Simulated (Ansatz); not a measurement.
# CH₅NSb+: one structure at several levels

One table from this session's results is given with a row withheld; the runs are named, their logs left out.

Program: Ansatz 0.2.0, Gaussian basis. Level of theory: single points in def2-TZVPP. These are calculated values, not measurements.

Correlated methods freeze the cores. Filled d shells of the heavier atoms are correlated. Core potentials replace the inner electrons past krypton, and spin-orbit coupling is left out.

## The system as given

SMILES `[CH2+][NH][SbH2]`, 8 atoms, charge 1, spin multiplicity 1.

Atoms are counted from 1 here; the program's logs count them from 0.

Bond lengths: C1–N2 1.235 Å, C1–H4 1.136 Å, C1–H5 1.124 Å, N2–Sb3 2.269 Å, N2–H6 1.079 Å, Sb3–H7 1.871 Å, Sb3–H8 1.810 Å. Angles: N2–C1–H4 106.1°, N2–C1–H5 130.5°, H4–C1–H5 120.7°, C1–N2–Sb3 132.1°, C1–N2–H6 113.1°, Sb3–N2–H6 114.7°, N2–Sb3–H7 82.7°, N2–Sb3–H8 81.4°, H7–Sb3–H8 82.9°.

Geometry (Å):

```
C    -0.8027    0.8930   -0.7637
N    -0.1856    0.2163    0.0644
Sb    0.8208   -1.8122   -0.0748
H    -0.8276    0.2772   -1.7175
H    -1.5052    1.7585   -0.6216
H    -0.0659    0.7151    1.0132
H     0.6791   -1.7434    1.7892
H     2.2908   -0.7997    0.2225
```

Set-up of the first run:

The input, run/in.yaml:

```yaml
crystal:
  periodic: [false, false, false]
  atoms:
    - {symbol: C, position_ang: [-0.802700, 0.893000, -0.763700]}
    - {symbol: N, position_ang: [-0.185600, 0.216300, 0.064400]}
    - {symbol: Sb, position_ang: [0.820800, -1.812200, -0.074800]}
    - {symbol: H, position_ang: [-0.827600, 0.277200, -1.717500]}
    - {symbol: H, position_ang: [-1.505200, 1.758500, -0.621600]}
    - {symbol: H, position_ang: [-0.065900, 0.715100, 1.013200]}
    - {symbol: H, position_ang: [0.679100, -1.743400, 1.789200]}
    - {symbol: H, position_ang: [2.290800, -0.799700, 0.222500]}
basis:
  gaussian: {orbitals: def2-TZVPP}
total_charge: 1
correlation: {method: ccsd_t}
output: {forces: true}
```

No record of the launch command was kept for these runs.

Steps of the session up to this table: CCSD(T)/def2-TZVPP; PBE0-D4/def2-TZVPP; wB97M-V/def2-TZVPP; r2SCAN-D4/def2-TZVPP; PBE-D4/def2-TZVPP; HSE06-D4/def2-TZVPP; CAM-B3LYP-D4/def2-TZVPP.

One table of the session follows, with a row left open; its other results are not shown here.

```
      method  RMS force component (eV/Å)  angle to CCSD(T) forces (°)
     CCSD(T)                       1.885                    reference
     PBE0-D4                       1.701                          7.7
     wB97M-V                       1.759                          7.0
   r2SCAN-D4                       1.712                          5.8
      PBE-D4                       1.653                          4.5
    HSE06-D4                           ?                            ?
CAM-B3LYP-D4                       1.713                          9.5
```

**Question.** Estimate the row for HSE06-D4.

The run gave: RMS force component (eV/Å): 1.700; angle to CCSD(T) forces (°): 7.5. In the column «RMS force component (eV/Å)» it lies between PBE-D4 (1.653) and PBE0-D4 (1.701).
